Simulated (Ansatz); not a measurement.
**BGePH+ (triplet): the correlation ladder, cc-pVTZ**

The task here is to estimate one member of a computed series from the others.

Program: Ansatz 0.2.0, Gaussian basis. Level of theory: cc-pVTZ, core rule «outside noble gas», up to 20 orbitals frozen. These are calculated values, not measurements.

The runs, in order: UHF; CCSD(T) on ROHF; CCSD(T) on UHF; BCCD(T) on ROHF; CCSDT(Q) on ROHF; CCSDT(Q) on UHF.

3 further runs of the same task are left out: 3 set aside as unsound or not needed. Runs told in other sessions of the task aren't counted.

## The geometry

The geometry is a PBE0/def2-TZVP stationary point (not a proven minimum) of the parent state, kept for this charge and spin. No spin-orbit coupling is included. The filled d shell of Ge may be among the frozen orbitals whatever the setting's name suggests.

4 atoms, charge 1, spin multiplicity 3.

Atoms are counted from 1 here; the program's logs count them from 0.

Bond lengths: B1–Ge2 1.915 Å, B1–H4 1.182 Å, Ge2–P3 2.037 Å. Angles: Ge2–B1–H4 148.7°, B1–Ge2–P3 165.4°.

Set-up of the first run:

File in.yaml:

```yaml
crystal:
  periodic: [false, false, false]
  atoms:
    - {symbol: B, position_ang: [0.000018, -0.243966, 1.173147]}
    - {symbol: Ge, position_ang: [0.000018, 0.105928, -0.709609]}
    - {symbol: P, position_ang: [0.000010, -0.038223, -2.741853]}
    - {symbol: H, position_ang: [-0.000047, 0.176261, 2.278315]}
basis:
  gaussian: {orbitals: cc-pVTZ}
total_charge: 1
magnetization: {spin_polarized: true, initial_magnetization: 2}
hamiltonian: {xc: hf}
output: {orbitals: {seedname: orbitals}}
```

On the command line:

```
ansatz run in.yaml --threads 1 --pin off --events-out ev --progress --plain --max-ram 4096MiB --backend cpu
```

Among the steps run: UHF; CCSD(T) on ROHF; CCSD(T) on UHF; BCCD(T) on ROHF; CCSDT(Q) on ROHF; CCSDT(Q) on UHF.

One table of the session follows, with a row left open; its other results are not shown here.

It belongs to the step «Misses and costs». 

```
   method  from RCCSDT(Q) (kcal/mol)
     ROHF                          ?
      UHF                    +198.83
     RMP2                     +39.94
     UMP2                     +49.13
    RCCSD                     +15.99
    UCCSD                     +16.30
 RCCSD(T)                      +4.01
 UCCSD(T)                      +5.05
  BCCD(T)                      +4.02
   RCCSDT                      +1.72
   UCCSDT                      +1.74
RCCSDT(Q)                          0
UCCSDT(Q)                      -0.33
```

Estimate the missing values for ROHF.

As computed: from RCCSDT(Q) (kcal/mol): +209.53. In the column «from RCCSDT(Q) (kcal/mol)» it is the highest.

Caveats from the session: The determinant of HF (⟨S²⟩ 2.56) is far from a pure spin state, so its energy mixes those of several spin states; that is harmless only where they are near-degenerate. The determinant of CCSD(T) (⟨S²⟩ 2.56) is far from a pure spin state, so its energy mixes those of several spin states; high orders of coupled cluster remove much of that, low ones don't. The determinant of CCSDT(Q) (⟨S²⟩ 2.56) is far from a pure spin state, so its energy mixes those of several spin states; high orders of coupled cluster remove much of that, low ones don't. Restricted and unrestricted rows rest on different reference determinants; a gap between their highest levels can come from leftover correlation error, from unlike frozen cores or from another state.
